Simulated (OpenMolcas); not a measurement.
# CHCuO (Cu(CO)H): levels of theory compared

Wanted: a comparison of 5 runs (HF/3-21G, B3LYP/6-31G*, M06-2X/aug-cc-pVDZ, CPF/ANO-L-VDZ, SOS-MP2/aug-cc-pVDZ) of CHCuO (Cu(CO)H). 

The calculation is run with OpenMolcas 26.06.

4 further runs of the same task are left out: 1 that didn't finish, 3 set aside as unsound or not needed.

### 1 Starting point

CHCuO has 4 atoms, charge 0, and is taken as a singlet. As SMILES, `[H][Cu]<-[C-]#[O+]`. Geometry: a GFN2-xTB relaxation, a rough one for these elements and not checked as a minimum.

Bond lengths: Cu1–C2 1.786 Å, C2–O3 1.137 Å, Cu1–H4 1.489 Å. Angles: Cu1–C2–O3 177.7°, C2–Cu1–H4 179.0°.

### 2 Energy and gradient at HF/3-21G (run 1)

Input file input.xyz:

```xyz
4

Cu    -0.014370     0.018700    -0.804770
C     -0.004560     0.008270     0.981090
O      0.032210    -0.031180     2.117060
H     -0.013280     0.004200    -2.293380
```

Input file run.inp:

```
* CHCuO Hartree-Fock

&gateway
 baslib=$CurrDir
 coord=input.xyz
 basis=3-21G
 group=NoSym

&seward

&scf
 thresholds=1e-10 1e-07 1e-07 1e-05
 prorbitals=1 2

&alaska
```

The basis set 3-21G is read from a file made from the Basis Set Exchange's data (not shown).

Started as:

```sh
export MOLCAS_MEM=1860
pymolcas run.inp > run.log
```

What it wrote:

```text
--- Start Module: gateway ---
[...]
--- Stop Module: gateway /rc=_RC_ALL_IS_WELL_ ---
[...]
      Basis functions           47
[...]
--- Start Module: scf ---
[...]
       Convergence after  17 Iterations
[...]
::    Total SCF energy                              -1743.3736513341
[...]
      Total spin, S                                     0.0000000000
[...]
      Total electronic charge=   44.000000
      Total            charge=   -0.000000
[...]
      Dipole Moment (debye):
      Origin of the operator (angstrom)=   -0.0050    0.0085   -0.0796
                   X= -2.1027E-02               Y=  5.8804E-02               Z=  3.8138E+00           Total=  3.8143E+00
      Quadrupole Moment (debye*angstrom):
[...]
--- Stop Module: scf /rc=_RC_ALL_IS_WELL_ ---
--- Start Module: alaska ---
[...]
 *              Molecular gradients               *
 **************************************************
  Irreducible representation: a
 ------------------------------------------------------------------------------------------
                              X                       Y                       Z
 ------------------------------------------------------------------------------------------
  CU1               8.97073486393368E-04   -1.40323623704033E-03   -2.53643238063592E-02
  C2               -2.58249850723269E-03    2.82023467008596E-03   -3.10269596085346E-02
  O3                2.01562076397954E-03   -2.08700532670436E-03    4.42242506396795E-02
  H4               -3.30195743140342E-04    6.70006893657836E-04    1.21670327752126E-02
 ------------------------------------------------------------------------------------------
--- Stop Module: alaska /rc=_RC_ALL_IS_WELL_ ---
[...]
```

Wall time 2.5 s (1 thread of Arm Neoverse V1, shared host); peak memory 0.38 GiB.

### 3 Energy and gradient at B3LYP/6-31G(d) (spherical functions) (run 2)

Input file coord.xyz:

```xyz
4

Cu    -0.014370     0.018700    -0.804770
C     -0.004560     0.008270     0.981090
O      0.032210    -0.031180     2.117060
H     -0.013280     0.004200    -2.293380
```

Input file calc.inp:

```
* CHCuO Kohn-Sham DFT

&GATEWAY
 BASLIB = $CurrDir
 COORD = coord.xyz
 BASIS = 6-31Gs
 GROUP = NoSym

&SEWARD
 GRIDINPUT
 Grid=UltraFine
 End of Grid

&SCF
 KSDFT = B3LYP
 THRESHOLDS = 1e-10 1e-07 1e-07 1e-05
 PRORBITALS = 1 1

&ALASKA
```

The basis set 6-31G* is read from a file made from the Basis Set Exchange's data (not shown).

Started as:

```sh
export MOLCAS_MEM=1860
pymolcas calc.inp > calc.log
```

What it wrote:

```text
--- Start Module: gateway ---
[...]
--- Stop Module: gateway /rc=_RC_ALL_IS_WELL_ ---
[...]
      Basis functions           64
[...]
--- Start Module: scf ---
[...]
       Convergence after  18 Iterations
[...]
::    Total KS-DFT energy                           -1754.1719754951
[...]
      Total spin, S                                     0.0000000000
[...]
      Total electronic charge=   44.000000
      Total            charge=   -0.000000
[...]
      Dipole Moment (debye):
      Origin of the operator (angstrom)=   -0.0050    0.0085   -0.0796
                   X= -1.4701E-02               Y=  4.2535E-02               Z=  2.3881E+00           Total=  2.3885E+00
      Quadrupole Moment (debye*angstrom):
[...]
--- Stop Module: scf /rc=_RC_ALL_IS_WELL_ ---
[...]
--- Start Module: alaska ---
[...]
 *              Molecular gradients               *
 **************************************************
  Irreducible representation: a
 ------------------------------------------------------------------------------------------
                              X                       Y                       Z
 ------------------------------------------------------------------------------------------
  CU1               5.42898949871445E-04   -5.05720682379918E-04   -2.57552779913510E-02
  C2               -9.31059771389631E-05   -1.41710668324802E-04    2.93291326247616E-02
  O3               -1.87211183276803E-04    3.25423023138871E-04   -1.32714590115945E-02
  H4               -2.62581789455941E-04    3.22008327565855E-04    9.69760437825595E-03
 ------------------------------------------------------------------------------------------
--- Stop Module: alaska /rc=_RC_ALL_IS_WELL_ ---
[...]
```

Run time: 15 s. Hardware: 1 thread of Arm Neoverse V1, shared host; peak memory 0.4 GiB.

### 4 Energy and gradient at M06-2X/aug-cc-pVDZ (run 3)

Input file geom.xyz:

```xyz
4

Cu    -0.014370     0.018700    -0.804770
C     -0.004560     0.008270     0.981090
O      0.032210    -0.031180     2.117060
H     -0.013280     0.004200    -2.293380
```

Input file mol.inp:

```
&gateway
baslib=$CurrDir
coord=geom.xyz
basis=aug-cc-pVDZ
group=NoSym
&seward
gridinput
Grid=UltraFine
End of Grid
&scf
ksdft=M062X
thresholds=1e-10 1e-07 1e-07 1e-05
prorbitals=1 1
&alaska
```

The basis set aug-cc-pVDZ is read from a file made from the Basis Set Exchange's data (not shown).

Started as:

```sh
export MOLCAS_MEM=1860
pymolcas mol.inp > mol.log
```

What it wrote:

```text
--- Start Module: gateway ---
[...]
--- Stop Module: gateway /rc=_RC_ALL_IS_WELL_ ---
[...]
      Basis functions          114
[...]
--- Start Module: scf ---
[...]
       Convergence after  16 Iterations
[...]
::    Total KS-DFT energy                           -1754.3865172934
[...]
      Total spin, S                                     0.0000000000
[...]
      Total electronic charge=   44.000000
      Total            charge=   -0.000000
[...]
      Dipole Moment (debye):
      Origin of the operator (angstrom)=   -0.0050    0.0085   -0.0796
                   X= -7.8651E-03               Y=  3.6561E-02               Z=  3.7925E+00           Total=  3.7926E+00
      Quadrupole Moment (debye*angstrom):
[...]
--- Stop Module: scf /rc=_RC_ALL_IS_WELL_ ---
[...]
--- Start Module: alaska ---
[...]
 *              Molecular gradients               *
 **************************************************
  Irreducible representation: a
 ------------------------------------------------------------------------------------------
                              X                       Y                       Z
 ------------------------------------------------------------------------------------------
  CU1               7.49425406112558E-04   -6.63691694848090E-04    2.34695455983331E-02
  C2               -1.91114445905838E-03    1.78121858444658E-03   -6.90200828833820E-02
  O3                1.29978388192953E-03   -1.30391290811216E-03    2.60206425905949E-02
  H4               -1.38064828983687E-04    1.86386018514353E-04    1.95298946944709E-02
 ------------------------------------------------------------------------------------------
--- Stop Module: alaska /rc=_RC_ALL_IS_WELL_ ---
[...]
```

Run time: 61 s. Hardware: 1 thread of Arm Neoverse V1, shared host; peak memory 0.69 GiB.

Run 4 isn't shown in full; the table further down has it.

### 5 A single-point energy at SOS-MP2/aug-cc-pVDZ (Cholesky decomposition) (run 5)

Input file test.inp:

```
* CHCuO SOS-MP2
>>> EXPORT MOLCAS_PRINT=2
&gateway
coord
4
angstrom
Cu      -0.014370       0.018700      -0.804770
C       -0.004560       0.008270       0.981090
O        0.032210      -0.031180       2.117060
H       -0.013280       0.004200      -2.293380
basis = aug-cc-pVDZ
group = NoSym
&seward
high
&scf
iterations = 50
core
nodamp
prorbitals = 1 1
&mbpt2
sosmp2
frozen = 0
```

Started as:

```sh
export MOLCAS_MEM=1860
pymolcas test.inp > test.log
```

What it wrote:

```text
--- Start Module: gateway ---
[...]
--- Stop Module: gateway /rc=_RC_ALL_IS_WELL_ ---
[...]
      Basis functions          114
[...]
--- Start Module: scf ---
[...]
       Convergence after  19 Iterations
[...]
::    Total SCF energy                              -1752.2672008788
[...]
      Total spin, S                                     0.0000000000
[...]
      Total electronic charge=   44.000000
      Total            charge=   -0.000000
[...]
      Dipole Moment (debye):
      Origin of the operator (angstrom)=   -0.0050    0.0085   -0.0796
                   X= -1.7920E-02               Y=  5.5010E-02               Z=  4.2212E+00           Total=  4.2216E+00
      Quadrupole Moment (debye*angstrom):
[...]
--- Stop Module: scf /rc=_RC_ALL_IS_WELL_ ---
[...]
--- Start Module: mbpt2 ---
[...]
WARNING!
Default frozen orbitals as non valence orbitals is overwritten by user input.
Default values:   8
[...]
::    Total MBPT2 energy                            -1753.2382846211
[...]
--- Stop Module: mbpt2 /rc=_RC_ALL_IS_WELL_ ---
[...]
```

It took 19 s on 1 thread of Arm Neoverse V1, shared host; peak memory 0.22 GiB.

### 6 The series

| run | level | integration grid | task | energy (Eh) | dipole moment (D) of the reference | HOMO energy (eV) | LUMO energy (eV) | wall time |
| --- | --- | --- | --- | --- | --- | --- | --- | --- |
| 1 | HF/3-21G | – | gradient | -1743.373651 | 3.81 | -8.77 | 0.87 | 2.5 s |
| 2 | B3LYP/6-31G* (spherical functions) | UltraFine | gradient | -1754.171975 | 2.39 | -6.76 | -2.23 | 15 s |
| 3 | M06-2X/aug-cc-pVDZ | UltraFine | gradient | -1754.386517 | 3.79 | -7.93 | -1.52 | 61 s |
| 4 | CPF/ANO-L-VDZ | – | energy | -1752.823720 | 4.16 | -9.31 | 0.71 | 6.6 s |
| 5 | SOS-MP2/aug-cc-pVDZ (Cholesky decomposition) | – | energy | -1753.238285 | 4.22 | -9.34 | 0.53 | 19 s |

### 7 Results

| quantity | value |
| --- | --- |
| run 5: total energy | -1753.23828 Eh |
| run 5: dipole moment (mean-field density) | 4.22 D |
| run 5: HOMO energy (Hartree–Fock orbitals) | -9.34 eV |
| run 5: LUMO energy (Hartree–Fock orbitals) | 0.53 eV |
| run 5: HOMO–LUMO gap (Hartree–Fock orbitals) | 9.87 eV |
| run 5: correlation energy | -971.1 mEh |

**Reading.** Over runs 1, 2, 3 the dipole moment (its size) runs from 2.39 D (B3LYP/6-31G*) to 3.81 D (HF/3-21G). The two ends differ in method and basis. Over runs 1, 2, 3 the HOMO–LUMO gap runs from 4.53 eV (B3LYP/6-31G*) to 9.64 eV (HF/3-21G). Totals of different functionals can't be ranked against each other. All runs together took 1.7 min, the longest 61 s.
